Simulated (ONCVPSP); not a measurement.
# Hf: generating and testing an ONCV potential

Do these settings give a usable potential? It is generated, then checked for transferability, scattering, ghosts and hardness.

The numbers are computed with ONCVPSP 4.0.1 (PBE, fully relativistic, spin-unpolarised reference atom).

### Step 1. Settings

Typed settings, in words:

* element: hafnium (Hf, Z = 72)
* type: optimised norm-conserving Vanderbilt (ONCV)
* frozen core: [Kr] 4d10
* valence charge: 26
* reference configuration: 4f14 5s2 5p6 5d2 6s2
* partial waves: 5s+6s: rc 2.10 bohr, ncon 4, nbas 8, qcut 4.5 1/bohr, 2 projectors; 5p: rc 2.05 bohr, ncon 3, nbas 7, qcut 8.4 1/bohr, 1 projector; 5d: rc 2.35 bohr, ncon 5, nbas 10, qcut 5.4 1/bohr, 2 projectors, debl 2.4 Ha; 4f: rc 0.80 bohr, ncon 4, nbas 9, qcut 25.7 1/bohr, 2 projectors, debl 2.6 Ha
* local potential: polynomial inside 0.55 bohr (lpopt 5, dvloc0 2 Ha)
* core correction: Teter function, fcfact 2.75, rcfact 1.25

The outer shells as boxes (Hund's rule for the drawing; the calculation is spin-unpolarised):

```
[Kr] core
4d [↑↓][↑↓][↑↓][↑↓][↑↓]
4f [↑↓][↑↓][↑↓][↑↓][↑↓][↑↓][↑↓]
5s [↑↓]
5p [↑↓][↑↓][↑↓]
5d [↑ ][↑ ][  ][  ][  ]
6s [↑↓]
```

An earlier all-electron run gives the scale for the radii.

All-electron outer shells of the reference configuration (PBE, scalar-relativistic, ld1.x):

| shell | level (eV) | outermost node (bohr) | outermost maximum (bohr) |
| --- | --- | --- | --- |
| 4d | -206.67 | 0.23 | 0.47 |
| 5s | -67.02 | 0.55 | 1.01 |
| 5p | -35.57 | 0.60 | 1.16 |
| 4f | -16.83 | – | 0.45 |
| 6s | -5.11 | 1.37 | 2.89 |
| 5d | -2.69 | 0.67 | 1.69 |
| 6p | -1.40 | 1.66 | 4.05 |

### Step 2. Generation

File Hf.dat:

```
# ATOM AND REFERENCE CONFIGURATION
# atsym  z   nc   nv     iexc    psfile
  Hf 72.00    9    5        4      upf
#
#   n    l    f
    1    0    2.00
    2    0    2.00
    2    1    6.00
    3    0    2.00
    3    1    6.00
    3    2   10.00
    4    0    2.00
    4    1    6.00
    4    2   10.00
    4    3   14.00
    5    0    2.00
    5    1    6.00
    5    2    2.00
    6    0    2.00
#
# PSEUDOPOTENTIAL AND OPTIMIZATION
# lmax
    3
#
#   l,   rc,      ep,       ncon, nbas, qcut
    0    2.10    0.00    4    8    4.50
    1    2.05    0.00    3    7    8.40
    2    2.35    0.00    5   10    5.40
    3    0.80    0.00    4    9   25.70
#
# LOCAL POTENTIAL
# lloc, lpopt,  rc(5),   dvloc0
    4    5    0.55    2.00
#
# VANDERBILT-KLEINMAN-BYLANDER PROJECTORs
# l, nproj, debl
    0    2    0.80
    1    1    3.60
    2    2    2.40
    3    2    2.60
#
# MODEL CORE CHARGE
# icmod, fcfact, rcfact
    3    2.75    1.25
#
# LOG DERIVATIVE ANALYSIS
# epsh1, epsh2, depsh
   -4.00    5.00    0.02
#
# OUTPUT GRID
# rlmax, drl
    6.00    0.01
#
# TEST CONFIGURATIONS
# ncnf
    4
# nvcnf
#   n    l    f
    5
    4    3   14.00
    5    0    2.00
    5    1    6.00
    5    2    2.00
    6    0    1.00
#
    5
    4    3   14.00
    5    0    2.00
    5    1    6.00
    5    2    2.00
    6    0    0.00
#
    5
    4    3   14.00
    5    0    2.00
    5    1    6.00
    5    2    1.00
    6    0    0.00
#
    5
    4    3   14.00
    5    0    2.00
    5    1    6.00
    5    2    1.00
    6    0    2.00
#
```

Started as:

```sh
$ oncvpspr.x < Hf.dat > Hf.out
```

Q: Predict the outcome of this session. Wanted: cutoffs for 1 and 0.1 mHa per electron, occupied waves; bound ghosts; GHOST(+) flags; largest test error; largest phase difference near zero energy, channels read; rms error of d²Exc/dn², without and with the model core.

**Answer**, as computed:

| quantity | value |
| --- | --- |
| cutoffs for 1 and 0.1 mHa per electron, occupied waves | 241 Ha and 268 Ha |
| bound ghosts | s at -838.73 eV, p3/2 at -545.14 eV, p1/2 at -482.09 eV |
| GHOST(+) flags | s at 49 eV, d5/2 at 89 eV, d3/2 at 184 eV |
| largest test error (AE − PS) | -5.7 meV, for 4f14 5s2 5p6 5d2 6s0 (1 test unsolved) |
| largest phase difference near zero energy, channels read | 0.064 rad |
| rms error of d²Exc/dn², without and with the model core | 6.42 and 4.79 mHa |

**Reading.** A bound ghost (s, p3/2, p1/2) makes it unfit for use: electrons would fall into a state below the valence levels of that channel. The worst test, 4f14 5s2 5p6 5d2 6s0, is off by 5.7 meV on 22.2 eV; by total energies transferability rates as good where solved. Atomic tests can pass in spite of a ghost, since they solve only for the levels asked. Of the tests 1 gave no usable result, which is a warning in itself. It counts as very hard, with 241 Ha needed at the looser tolerance. The 4f wave sets it; 5p needs 18 Ha. Near zero energy the largest phase difference is 0.06 rad, in the p1/2 channel. The program also flags highly localised states, GHOST(+) (s, d5/2, d3/2). These are tests on the free atom; a crystal test is still owed.
